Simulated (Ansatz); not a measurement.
# EuMnBi2: the cost of one run

Program: Ansatz 0.2.0. Level of theory: DFT PBE+U (U_eff = 6 eV on Eu 4f), scalar-relativistic, plane waves, PAW. These are calculated values, not measurements.

These runs use a low cutoff (300 eV) and a coarse mesh on purpose, to show what cheap settings give: their numbers aren't properties of the material.

## 1. Starting point

Symmetry: I4/mmm, No. 139, tetragonal system. The conventional cell has a = 4.512 Å, b = 4.512 Å, c = 22.614 Å, α = 90.00°, β = 90.00°, γ = 90.00°. Eu (site symmetry 4mm) has 8 Bi at 3.43 to 3.46 Å and 4 Mn at 3.81 Å as nearest neighbours. Mn (site symmetry -4m2) has 4 Bi at 2.84 Å and 4 Mn at 3.19 Å as nearest neighbours. Bi (site symmetry 4mm) is surrounded by 4 Mn at 2.84 Å. Bi (site symmetry mmm) is surrounded by 4 Bi at 3.19 Å and 4 Eu at 3.43 Å.

Coordinates:

```cif
data_structure
_symmetry_space_group_name_H-M 'I4/mmm'
_symmetry_Int_Tables_number 139
_cell_length_a 4.5120
_cell_length_b 4.5120
_cell_length_c 22.6140
_cell_angle_alpha 90.000
_cell_angle_beta 90.000
_cell_angle_gamma 90.000
_cell_volume 460.38
loop_
_atom_site_label
_atom_site_type_symbol
_atom_site_symmetry_multiplicity
_atom_site_Wyckoff_symbol
_atom_site_fract_x
_atom_site_fract_y
_atom_site_fract_z
_atom_site_occupancy
Eu1 Eu 4 e 0.00000 0.00000 0.11430 1
Mn1 Mn 4 d 0.00000 0.50000 0.25000 1
Bi1 Bi 4 e 0.00000 0.00000 0.32650 1
Bi2 Bi 4 c 0.00000 0.50000 0.00000 1
```

The moments start at Eu 7.00; Mn 3.50 μB.

## 2. First run, at the start cell

Input file input.yaml:

```yaml
crystal:
  lattice:
    - [-2.256, 2.256, 11.307]
    - [2.256, -2.256, 11.307]
    - [2.256, 2.256, -11.307]
  atoms:
    - { symbol: Eu, position: [0.1143, 0.1143, 0.0], spin: 7.0 }
    - { symbol: Eu, position: [0.8857, 0.8857, 0.0], spin: 7.0 }
    - { symbol: Mn, position: [0.75, 0.25, 0.5], spin: 3.5 }
    - { symbol: Mn, position: [0.25, 0.75, 0.5], spin: 3.5 }
    - { symbol: Bi, position: [0.3265, 0.3265, 0.0] }
    - { symbol: Bi, position: [0.6735, 0.6735, 0.0] }
    - { symbol: Bi, position: [0.5, 0.0, 0.5] }
    - { symbol: Bi, position: [0.0, 0.5, 0.5] }
basis:
  ecutwfc: 300
  ecutrho_ratio: 4
kpoints:
  mp_grid: { grid: [4, 4, 4] }
hamiltonian:
  xc: pbe
  hubbard: { sites: [{ species: Eu, l: f, u_eff: 6.0 }] }
scf:
  occupations: { method: gaussian, width: 0.05 }
output:
  forces: true
  stress: true
  eigenvalues: true
  populations: true
  hubbard: { sites: [{ species: Eu, l: f }] }
magnetization:
  spin_polarized: true
```

Started as:

```bash
$ ansatz run input.yaml --threads 4 --pin off --max-ram 10240MiB --backend cpu --events-out ev --progress --plain --runs-dir out
```

What time and memory should one allow on 4 threads of Intel Xeon Platinum 8488C (Sapphire Rapids), shared host?

About 21 s, with a peak of 0.94 GiB.
